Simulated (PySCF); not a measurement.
# One shape, several levels: singlet [SiClF2]+

Wanted: a comparison of 4 runs (PBE0/STO-6G, BCCD(T)/STO-6G, CCSDT(Q)/STO-6G, NEVPT2(2,2)/STO-6G) of singlet [SiClF2]+. 

The results are computed with PySCF 2.14.0.

9 further runs of the same task are left out: 1 that didn't finish, 8 set aside as unsound or not needed.

## (1) The system as given

[SiClF2]+: 4 atoms, total charge +1, spin state singlet. As SMILES of the parent species, `F[Si](F)Cl`. The coordinates come from a PBE0-D4/def2-TZVP relaxation. That shape belongs to the parent species and isn't relaxed for this state.

Bond lengths: F1–Si2 1.585 Å, Si2–F3 1.585 Å, Si2–Cl4 2.036 Å. Angles: F1–Si2–F3 107.0°, F1–Si2–Cl4 108.9°, F3–Si2–Cl4 108.9°.

## (2) A single-point energy at PBE0/STO-6G (run 1)

File input.py:

```python
from pyscf import gto, dft

mol = gto.Mole()
mol.atom = '''
F        1.308200       0.129000       0.798000
Si       0.221200      -0.316500      -0.265700
F       -0.871800      -1.157400       0.514900
Cl      -0.657600       1.344900      -1.047300
'''
mol.verbose = 3
mol.max_memory = 1860
mol.spin = 0
mol.charge = 1
mol.basis = 'sto-6g'
mol.build()

myscf = dft.RKS(mol, xc='pbe0')
myscf.conv_tol = 1e-10
myscf.grids.level = 5
myscf.kernel()
if not myscf.converged:
    myscf = myscf.newton().run(myscf.mo_coeff, myscf.mo_occ)

e_tot = myscf.e_tot
print('Final energy', e_tot)
```

Command:

```bash
$ OMP_NUM_THREADS=1 python input.py
```

What it wrote:

```text
converged SCF energy = -945.060431953775
Final energy -945.0604319537746
```

It took 5.7 s on 1 thread of Arm Neoverse V1, shared host; peak memory 0.24 GiB.

## (3) The energy at BCCD(T)/STO-6G (run 2)

File calc.py:

```python
from pyscf import gto, cc
from pyscf.cc.bccd import bccd_kernel_

system = gto.M(
    atom='''
F    1.308200   0.129000   0.798000
Si   0.221200  -0.316500  -0.265700
F   -0.871800  -1.157400   0.514900
Cl  -0.657600   1.344900  -1.047300
''',
    basis='sto-6g',
    max_memory=1860,
    charge=1,
    verbose=4,
)

hf = system.RHF()
hf.conv_tol = 1e-10
hf.kernel()
if not hf.converged:
    hf = hf.newton().run(hf.mo_coeff, hf.mo_occ)

mycc = cc.CCSD(hf, frozen=12).run()
mycc = bccd_kernel_(mycc, diis=True)
e_t = mycc.ccsd_t()
energy = mycc.e_tot + e_t
print('Final energy', energy)
```

Command:

```bash
$ OMP_NUM_THREADS=1 python calc.py
```

What it wrote:

```text
PySCF version 2.14.0

[INPUT] num. atoms = 4
[INPUT] num. electrons = 48
[INPUT] charge = 1
[INPUT] spin (= nelec alpha-beta = 2S) = 0
[INPUT] symmetry False subgroup None
[INPUT] Mole.unit = angstrom
[INPUT] Symbol           X                Y                Z      unit          X                Y                Z       unit  Magmom
[INPUT]  1 F      1.308200000000   0.129000000000   0.798000000000 AA    2.472139716156   0.243774670069   1.508001447403 Bohr   0.0
[INPUT]  2 Si     0.221200000000  -0.316500000000  -0.265700000000 AA    0.418007418754  -0.598098318425  -0.502100231297 Bohr   0.0
[INPUT]  3 F     -0.871800000000  -1.157400000000   0.514900000000 AA   -1.647463235396  -2.187169016572   0.973019981539 Bohr   0.0
[INPUT]  4 Cl    -0.657600000000   1.344900000000  -1.047300000000 AA   -1.242683899514   2.541492664928  -1.979110170257 Bohr   0.0

nuclear repulsion = 217.599300010855
number of shells = 16
number of NR pGTOs = 168
number of NR cGTOs = 28
basis = sto-6g
ecp = {}

[... 41 lines left out ...]
converged SCF energy = -943.582337568936
[... 12 lines left out ...]
Init t2, MP2 energy = -943.685112818326  E_corr(MP2) -0.102775249390349
[... 16 lines left out ...]
CCSD converged
[... 29 lines left out ...]
CCSD converged
[... 28 lines left out ...]
CCSD converged
[... 22 lines left out ...]
CCSD converged
[... 21 lines left out ...]
CCSD converged
[... 3 lines left out ...]
******** <class 'pyscf.cc.ccsd.CCSD'> ********
CC2 = 0
CCSD nocc = 12, nmo = 16
frozen orbitals 12
max_cycle = 50
direct = 0
conv_tol = 1e-07
conv_tol_normt = 1e-05
diis_space = 6
diis_start_cycle = 0
diis_start_energy_diff = 1e+09
Init E_corr(CCSD) = -0.12996987447247
cycle = 1  E_corr(CCSD) = -0.129970148822431  dE = -2.7434996e-07  norm(t1,t2) = 1.03605e-05
cycle = 2  E_corr(CCSD) = -0.129969811138817  dE = 3.37683614e-07  norm(t1,t2) = 2.6582e-06
cycle = 3  E_corr(CCSD) = -0.129969985876238  dE = -1.74737422e-07  norm(t1,t2) = 1.81123e-06
cycle = 4  E_corr(CCSD) = -0.129969967997278  dE = 1.78789602e-08  norm(t1,t2) = 6.62183e-07
CCSD converged
E(CCSD) = -943.6991128113607  E_corr = -0.1299699679972779
BCC iter:    4  E:    -943.699112811361  dE:    3.750e-08  |t1|:    2.250e-06
CCSD(T) correction = -0.0160177137610851
Final energy -943.7151305251216
```

Run time: 2 s. Hardware: 1 thread of Arm Neoverse V1, shared host; peak memory 0.12 GiB.

Run 3 isn't shown in full; the table further down has it.

## (4) A single-point energy at NEVPT2(2,2)/STO-6G (run 4)

File job.py:

```python
import numpy
from pyscf import gto, scf, mp, mcscf, mrpt

mol = gto.Mole()
mol.atom = [
    ('F', (1.308200, 0.129000, 0.798000)),
    ('Si', (0.221200, -0.316500, -0.265700)),
    ('F', (-0.871800, -1.157400, 0.514900)),
    ('Cl', (-0.657600, 1.344900, -1.047300)),
]
mol.charge = 1
mol.max_memory = 1860
mol.basis = 'sto-6g'
mol.verbose = 4
mol.build()

hf = mol.RHF()
hf.conv_tol = 1e-10
hf.kernel()
if not hf.converged:
    hf = hf.newton().run(hf.mo_coeff, hf.mo_occ)

pt = mp.MP2(scf.addons.convert_to_uhf(hf)).run()
noons, natorbs = mcscf.addons.make_natural_orbitals(pt)
print('natural occupations', numpy.round(noons[:40], 4))
cas = mcscf.CASSCF(hf, 2, 2)
cas.fix_spin_(ss=0.0)
cas.natorb = True
cas.kernel(natorbs)
e_pt2 = mrpt.NEVPT(cas).kernel()
energy = cas.e_tot + e_pt2
print('Final energy', energy)
```

Command:

```bash
$ OMP_NUM_THREADS=1 python job.py
```

What it wrote:

```text
PySCF version 2.14.0

[INPUT] num. atoms = 4
[INPUT] num. electrons = 48
[INPUT] charge = 1
[INPUT] spin (= nelec alpha-beta = 2S) = 0
[INPUT] symmetry False subgroup None
[INPUT] Mole.unit = angstrom
[INPUT] Symbol           X                Y                Z      unit          X                Y                Z       unit  Magmom
[INPUT]  1 F      1.308200000000   0.129000000000   0.798000000000 AA    2.472139716156   0.243774670069   1.508001447403 Bohr   0.0
[INPUT]  2 Si     0.221200000000  -0.316500000000  -0.265700000000 AA    0.418007418754  -0.598098318425  -0.502100231297 Bohr   0.0
[INPUT]  3 F     -0.871800000000  -1.157400000000   0.514900000000 AA   -1.647463235396  -2.187169016572   0.973019981539 Bohr   0.0
[INPUT]  4 Cl    -0.657600000000   1.344900000000  -1.047300000000 AA   -1.242683899514   2.541492664928  -1.979110170257 Bohr   0.0

nuclear repulsion = 217.599300010855
number of shells = 16
number of NR pGTOs = 168
number of NR cGTOs = 28
basis = sto-6g
ecp = {}

[... 41 lines left out ...]
converged SCF energy = -943.582337568936
[... 33 lines left out ...]
sorting_mo_energy = False
[... 36 lines left out ...]
1-step CASSCF converged in  11 macro (178 JK  40 micro) steps
[... 2 lines left out ...]
Natural orbital (expansion on meta-Lowdin AOs) in CAS space
[... 12 lines left out ...]
CASSCF energy = -943.607470169410
[... 2 lines left out ...]
******** <class 'pyscf.mrpt.nevpt2.NEVPT'> ********
NEVPT2 (1e+1e, 2o), ncore = 23, nvir = 3
root = 0
Natural occ [1.941242 0.058758]
Natural orbital (expansion on meta-Lowdin AOs) in CAS space
               #1        #2
0 F 1s           0.00075   0.00201
0 F 2s          -0.06079  -0.13663
0 F 2px         -0.12827   0.16223
[... 24 lines of this table left out ...]
3 Cl 3pz        -0.04486   0.03268
<CAS-nat-orb|mo-hf>  24     16       0.40659426
<CAS-nat-orb|mo-hf>  24     18      -0.46329806
<CAS-nat-orb|mo-hf>  24     19      -0.41515906
<CAS-nat-orb|mo-hf>  24     21      -0.52100700
<CAS-nat-orb|mo-hf>  25     25       0.77906652
<CAS-nat-orb|mo-hf>  25     27       0.48363181
Sr    (-1)',   E = 0.00000000000657
Si    (+1)',   E = 0.00000000008714
Sijrs (0)  ,   E = -0.04637221457778
Sijr  (+1) ,   E = -0.01376769778306
Srsi  (-1) ,   E = -0.00206290274997
Srs   (-2) ,   E = -0.00010676557040
Sij   (+2) ,   E = -0.00179380836652
Sir   (0)' ,   E = -0.01640692368871
Nevpt2 Energy = -0.080510312642724
Final energy -943.687980482053
```

Run time: 2.2 s. Hardware: 1 thread of Arm Neoverse V1, shared host; peak memory 0.12 GiB.

## (5) All runs side by side

```
run               level  integration grid  frozen core orbitals  energy (Eh)  HOMO energy (eV)  LUMO energy (eV)  HOMO–LUMO gap (eV)  wall time
  1         PBE0/STO-6G                 5                     –  -945.060432            -14.85            -10.24                4.61      5.7 s
  2      BCCD(T)/STO-6G                 –                    12  -943.715131                 –                 –                   –        2 s
  3     CCSDT(Q)/STO-6G                 –                    12  -943.717729            -18.59             -6.87               11.72      7.8 s
  4  NEVPT2(2,2)/STO-6G                 –                     –  -943.687980            -18.59             -6.87               11.72      2.2 s
```

## (6) Outcome

| quantity | value |
| --- | --- |
| run 4: total energy | -943.68798 Eh |
| run 4: HOMO energy (Hartree–Fock orbitals) | -18.59 eV |
| run 4: LUMO energy (Hartree–Fock orbitals) | -6.87 eV |
| run 4: HOMO–LUMO gap (Hartree–Fock orbitals) | 11.72 eV |

In runs 1, 2, 3, 4 the basis is minimal, so the values are rough. All runs together took 18 s, the longest 7.8 s.
